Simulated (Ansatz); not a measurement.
**C₄H₁₀Cl₂FGeN: one species, many methods**

The task here is to estimate one member of a computed series from the others.

The runs use Ansatz 0.2.0, Gaussian basis; functionals in def2-TZVPP, the program's frozen cores in correlated methods.

Plan: LDA (SPW92), PBE-D4, revPBE-D4, BLYP-D4, r2SCAN-D4, B97M-V, PBE0-D4, B3LYP-D4, r2SCANh-D4, r2SCAN0-D4, HSE06-D4, BHLYP-D4, CAM-B3LYP-D4, LC-ωPBE, ωB97X-V, ωB97M-V, B2PLYP, PBE-QIDH; CCSD(T)/def2-SVP; CCSD(T)/def2-TZVPP; MP2/def2-QZVPP; extrapolation to the limit; RPA on PBE.

## The geometry

All runs share one geometry, relaxed beforehand with PBE0-D4 in a triple-zeta def2 set.

SMILES `CC(C)(C)[NH][Ge]([F])([Cl])[Cl]`, 19 atoms, charge 0, spin multiplicity 1.

Atoms are counted from 1 here; the program's logs count them from 0.

Bond lengths: C1–C2 1.527 Å, C1–H10 1.092 Å, C1–H11 1.093 Å, C1–H12 1.093 Å, C2–C3 1.524 Å, C2–C4 1.522 Å, C2–N5 1.471 Å, C3–H13 1.094 Å, C3–H14 1.091 Å, C3–H15 1.092 Å, C4–H16 1.091 Å, C4–H17 1.091 Å, C4–H18 1.094 Å, N5–Ge6 1.791 Å, N5–H19 1.011 Å, Ge6–F7 1.729 Å, Ge6–Cl8 2.122 Å, Ge6–Cl9 2.123 Å. Angles: C2–C1–H10 110.7°, C2–C1–H11 110.6°, C2–C1–H12 110.9°, H10–C1–H11 108.3°, H10–C1–H12 108.4°, H11–C1–H12 107.9°, C1–C2–C3 110.1°, C1–C2–C4 110.0°, C1–C2–N5 110.9°, C3–C2–C4 109.8°, C3–C2–N5 107.0°, C4–C2–N5 109.0°, C2–C3–H13 110.8°, C2–C3–H14 110.5°, C2–C3–H15 110.6°, H13–C3–H14 108.3°, H13–C3–H15 107.7°, H14–C3–H15 108.8° and more.

The first run:

The input, in.yaml:

```yaml
crystal:
  periodic: [false, false, false]
  atoms:
    - {symbol: C, position_ang: [1.036762, -0.179328, -1.314758]}
    - {symbol: C, position_ang: [0.461477, -0.251168, 0.098096]}
    - {symbol: C, position_ang: [1.585021, -0.433460, 1.112133]}
    - {symbol: C, position_ang: [-0.520586, -1.408792, 0.202315]}
    - {symbol: N, position_ang: [-0.232819, 0.997825, 0.446318]}
    - {symbol: Ge, position_ang: [-1.886062, 1.440891, -0.079635]}
    - {symbol: F, position_ang: [-2.256607, 0.932615, -1.690024]}
    - {symbol: Cl, position_ang: [-3.434631, 0.581989, 1.088938]}
    - {symbol: Cl, position_ang: [-2.048821, 3.556976, -0.025439]}
    - {symbol: H, position_ang: [0.240179, -0.044935, -2.049593]}
    - {symbol: H, position_ang: [1.731527, 0.660122, -1.405445]}
    - {symbol: H, position_ang: [1.581658, -1.094205, -1.560993]}
    - {symbol: H, position_ang: [2.286078, 0.405145, 1.069987]}
    - {symbol: H, position_ang: [1.181503, -0.491982, 2.124470]}
    - {symbol: H, position_ang: [2.146067, -1.347043, 0.903442]}
    - {symbol: H, position_ang: [-0.008384, -2.350260, -0.003104]}
    - {symbol: H, position_ang: [-0.957539, -1.463089, 1.201050]}
    - {symbol: H, position_ang: [-1.329355, -1.315856, -0.529081]}
    - {symbol: H, position_ang: [0.382532, 1.800154, 0.467521]}
basis:
  gaussian: {orbitals: def2-TZVPP}
hamiltonian: {xc: lda}
output: {orbitals: {seedname: orbitals}}
```

Steps of the session up to this table: LDA; PBE-D4 (GGA); revPBE-D4 (GGA); BLYP-D4 (GGA); r2SCAN-D4 (meta-GGA); B97M-V (meta-GGA); PBE0-D4 (hybrid); B3LYP-D4 (hybrid); r2SCANh-D4 (hybrid); r2SCAN0-D4 (hybrid); HSE06-D4 (hybrid); BHLYP-D4 (hybrid); CAM-B3LYP-D4 (range-separated); LC-ωPBE (range-separated); ωB97X-V (range-separated); ωB97M-V (range-separated); B2PLYP (double hybrid); PBE-QIDH (double hybrid).

One of the session's tables, all rows but one given; the rest of the session is left out.

It belongs to the step «Orbital energies across the functionals». 

| functional | HOMO (eV) | gap (eV) |
| --- | --- | --- |
| LDA (SPW92) | -6.44 | 4.24 |
| PBE-D4 | -6.25 | 4.38 |
| revPBE-D4 | -6.18 | 4.43 |
| BLYP-D4 | -6.13 | 4.31 |
| r2SCAN-D4 | -6.56 | 4.98 |
| B97M-V | -6.69 | 5.17 |
| PBE0-D4 | -7.67 | 6.85 |
| B3LYP-D4 | ? | ? |
| r2SCANh-D4 | -7.09 | 5.88 |
| r2SCAN0-D4 | -7.88 | 7.24 |
| HSE06-D4 | -7.27 | 6.07 |
| BHLYP-D4 | -9.01 | 9.28 |
| CAM-B3LYP-D4 | -9.09 | 9.32 |
| LC-ωPBE | -10.47 | 12.02 |
| ωB97X-V | -10.12 | 11.54 |
| ωB97M-V | -10.02 | 11.26 |

Estimate the missing values for B3LYP-D4.

Worked estimate for «HOMO (eV)». Against the share of exact exchange, BLYP-D4 (0, -6.13), BHLYP-D4 (0.5, -9.01) give a slope of -5.76 per unit share; at 0.2 the line stands at -7.28.

The run gave: HOMO (eV): -7.43; gap (eV): 6.27. In «HOMO (eV)» the line misses by +0.15.
